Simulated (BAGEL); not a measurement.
**B3LYP/def2-SVPD (density fitting with qzvpp-jkfit) run of GaPH2O (SMILES [O]1[PH][GaH]1)**

Aim: the energy change on altering one bond length of GaPH2O at B3LYP/def2-SVPD (density fitting with qzvpp-jkfit), from 2 runs. 

The results are computed with BAGEL 1.2.2.

4 further runs of the same task are left out: 3 that didn't finish, 1 set aside as unsound or not needed. Runs told in other sessions of the task aren't counted.

## Step 1: Starting point

GaPH2O: 5 atoms, total charge 0, spin state singlet. SMILES: `[O]1[PH][GaH]1`. The shape comes from GFN2-xTB, which is rough for such elements, and wasn't checked as a minimum.

Bond lengths: O1–P2 1.503 Å, P2–Ga3 2.403 Å, P2–H4 1.476 Å, Ga3–H5 1.689 Å. Angles: O1–P2–Ga3 70.4°, O1–P2–H4 103.6°, Ga3–P2–H4 89.0°, P2–Ga3–H5 107.8°.

## Step 2: A single-point energy at B3LYP/def2-SVPD (density fitting with qzvpp-jkfit)

Input file job.json:

```json
{ "bagel": [

{
  "title": "molecule",
  "basis": "def2-svpd.json",
  "df_basis": "qzvpp-jkfit",
  "angstrom": true,
  "geometry": [
    { "atom": "O", "xyz": [    0.099040,    0.053100,    1.136650 ] },
    { "atom": "P", "xyz": [   -0.199710,   -1.229970,    0.412330 ] },
    { "atom": "Ga", "xyz": [    0.633750,    0.399320,   -1.145320 ] },
    { "atom": "H", "xyz": [   -1.556190,   -1.016600,   -0.128110 ] },
    { "atom": "H", "xyz": [    1.023100,    1.794160,   -0.275550 ] }
  ]
},
{ "title": "ks", "xc_func": "b3lyp" },
{ "title": "print", "file": "orbitals.molden", "orbitals": true }

]}
```

The basis set def2-SVPD is read from a file made from the Basis Set Exchange's data (not shown).

Command:

```bash
$ BAGEL_NUM_THREADS=1 BAGEL job.json > job.out
```

Output:

```text
* using 1 threads per process

  ===============================================================
  ===============================================================

  *** Geometry ***

  { "atom" : "O", "xyz" : [      0.187158,      0.100344,      2.147957 ] },
  { "atom" : "P", "xyz" : [     -0.377397,     -2.324306,      0.779191 ] },
  { "atom" : "Ga", "xyz" : [      1.197614,      0.754605,     -2.164341 ] },
  { "atom" : "H", "xyz" : [     -2.940773,     -1.921096,     -0.242093 ] },
  { "atom" : "H", "xyz" : [      1.933379,      3.390471,     -0.520714 ] },

  Number of auxiliary basis functions:      507

  Since a DF basis is specified, we compute 2- and 3-index integrals:
    o Being stored without compression. Storage requirement is 0.041 GB

  Number of basis functions:      101
  Number of electrons      :       56

    * METHOD: MOLECULE                             0.66

  *** Kohn-Sham DFT ***

    * Removing 8029 points whose weight is below 1.00e-10
    * Grid points: 66501

  === Nuclear Repulsion ===
   227.0451399062

       - DIIS with orbital gradients will be used.

  === KS iteration (b3lyp / def2-svpd.json) ===
      0      -2287.67856874          0.09473464           1.12
      1      -2068.42831718          0.18677231           0.87
      2      -2173.49393794          0.12509203           0.91
      3      -2249.13758582          0.25772308           0.82
      4      -2329.21369781          0.08942518           0.80
      5      -2337.94814211          0.06718046           0.82
      6      -2338.60112049          0.10797306           0.76
      7      -2340.60532527          0.06829954           0.73
      8      -2328.44431512          0.12231148           0.73
      9      -2339.60085937          0.05832527           0.76
     10      -2341.58085136          0.03238909           0.73
     11      -2341.96678299          0.02520946           0.73
     12      -2342.23086687          0.00574413           0.74
     13      -2342.25031675          0.00178337           0.74
     14      -2342.25169623          0.00067415           0.77
     15      -2342.25192638          0.00012659           0.87
     16      -2342.25193300          0.00005676           0.87
     17      -2342.25193472          0.00001844           0.87
     18      -2342.25193489          0.00000535           0.78
     19      -2342.25193490          0.00000427           0.76
     20      -2342.25193491          0.00000119           0.78
     21      -2342.25193491          0.00000053           0.87
     22      -2342.25193491          0.00000019           0.74
     23      -2342.25193491          0.00000005           0.78
     24      -2342.25193491          0.00000003           0.77
     25      -2342.25193491          0.00000001           0.74
     26      -2342.25193491          0.00000001           0.76
    * SCF iteration converged.

    * Permanent dipole moment:
           (   -0.036978,     0.205485,     1.010849) a.u.

    * METHOD: KS                                  22.41

    * METHOD: PRINT                                0.06

  ===============================================================
```

Wall time 24 s (1 thread of AMD EPYC, shared host); peak memory 0.35 GiB.

## Step 3: The distorted shape, same level

Input file calc.json:

```json
{ "bagel": [

{
  "title": "molecule",
  "basis": "def2-svpd.json",
  "df_basis": "qzvpp-jkfit",
  "angstrom": "true",
  "geometry": [
    { "atom": "O", "xyz": [    1.184197,   -0.117592,    1.568991 ] },
    { "atom": "P", "xyz": [    0.885447,   -1.400662,    0.844671 ] },
    { "atom": "Ga", "xyz": [    1.718907,    0.228628,   -0.712979 ] },
    { "atom": "H", "xyz": [   -1.556190,   -1.016600,   -0.128110 ] },
    { "atom": "H", "xyz": [    2.108257,    1.623468,    0.156791 ] }
  ]
},
{ "title": "ks", "xc_func": "b3lyp" },
{ "title": "print", "file": "orbitals.molden", "orbitals": "true" }

]}
```

The basis set def2-SVPD is read from a file made from the Basis Set Exchange's data (not shown).

Command:

```bash
$ BAGEL_NUM_THREADS=1 BAGEL calc.json > calc.out
```

Output:

```text
* using 1 threads per process

  ===============================================================
  ===============================================================

  *** Geometry ***

  { "atom" : "O", "xyz" : [      2.237808,     -0.222217,      2.964963 ] },
  { "atom" : "P", "xyz" : [      1.673252,     -2.646868,      1.596197 ] },
  { "atom" : "Ga", "xyz" : [      3.248263,      0.432044,     -1.347335 ] },
  { "atom" : "H", "xyz" : [     -2.940773,     -1.921096,     -0.242093 ] },
  { "atom" : "H", "xyz" : [      3.984028,      3.067910,      0.296292 ] },

  Number of auxiliary basis functions:      507

  Since a DF basis is specified, we compute 2- and 3-index integrals:
    o Being stored without compression. Storage requirement is 0.041 GB

  Number of basis functions:      101
  Number of electrons      :       56

    * METHOD: MOLECULE                             0.77

  *** Kohn-Sham DFT ***

    * Removing 7462 points whose weight is below 1.00e-10
    * Grid points: 67068

  === Nuclear Repulsion ===
   222.8476049706

       - DIIS with orbital gradients will be used.

  === KS iteration (b3lyp / def2-svpd.json) ===
      0      -2288.17647365          0.09263726           1.28
      1      -2070.63514493          0.17943094           0.84
      2      -2175.42452885          0.11478949           0.83
      3      -2235.71321744          0.12202642           1.06
      4      -2334.40695605          0.08465233           0.78
      5      -2331.53248272          0.11643565           0.78
      6      -2334.92200397          0.09046832           0.80
      7      -2340.29618508          0.05085240           0.79
      8      -2325.48080998          0.12314159           0.76
      9      -2339.50386574          0.07164669           0.76
     10      -2342.07854515          0.00985259           0.79
     11      -2341.83032938          0.01913527           0.76
     12      -2342.13983568          0.00610469           0.76
     13      -2342.16248595          0.00106403           0.77
     14      -2342.16311059          0.00047454           0.76
     15      -2342.16325791          0.00009569           0.76
     16      -2342.16326155          0.00005664           0.75
     17      -2342.16326453          0.00000834           0.76
     18      -2342.16326456          0.00000412           0.75
     19      -2342.16326457          0.00000270           0.75
     20      -2342.16326457          0.00000045           0.80
     21      -2342.16326457          0.00000021           0.82
     22      -2342.16326457          0.00000011           0.80
     23      -2342.16326457          0.00000004           0.75
     24      -2342.16326457          0.00000002           0.75
     25      -2342.16326457          0.00000001           0.75
    * SCF iteration converged.

    * Permanent dipole moment:
           (   -1.139761,     0.119462,     0.725169) a.u.

    * METHOD: KS                                  21.75

    * METHOD: PRINT                                0.06

  ===============================================================
```

It took 23 s on 1 thread of AMD EPYC, shared host; peak memory 0.36 GiB.

## Step 4: Outcome

Level: B3LYP/def2-SVPD (density fitting with qzvpp-jkfit).

| quantity | value |
| --- | --- |
| first shape: total energy | -2342.25193 Eh |
| first shape: dipole moment | 2.62 D |
| first shape: HOMO energy | -6.72 eV |
| first shape: LUMO energy | -2.99 eV |
| first shape: HOMO–LUMO gap | 3.72 eV |
| distorted shape: total energy | -2342.16326 Eh |
| distorted shape: dipole moment | 3.45 D |
| distorted shape: HOMO energy | -6.16 eV |
| distorted shape: LUMO energy | -3.45 eV |
| distorted shape: HOMO–LUMO gap | 2.72 eV |
| energy change with the P2–H4 bond stretched from 1.476 to 2.656 Å | 2.413 eV |

With the P2–H4 bond stretched from 1.476 to 2.656 Å the energy rises by 2.41 eV (233 kJ/mol). The first shape isn't relaxed at this level, so the change isn't measured from a minimum. A restricted reference can't describe the breaking bond well at this length.
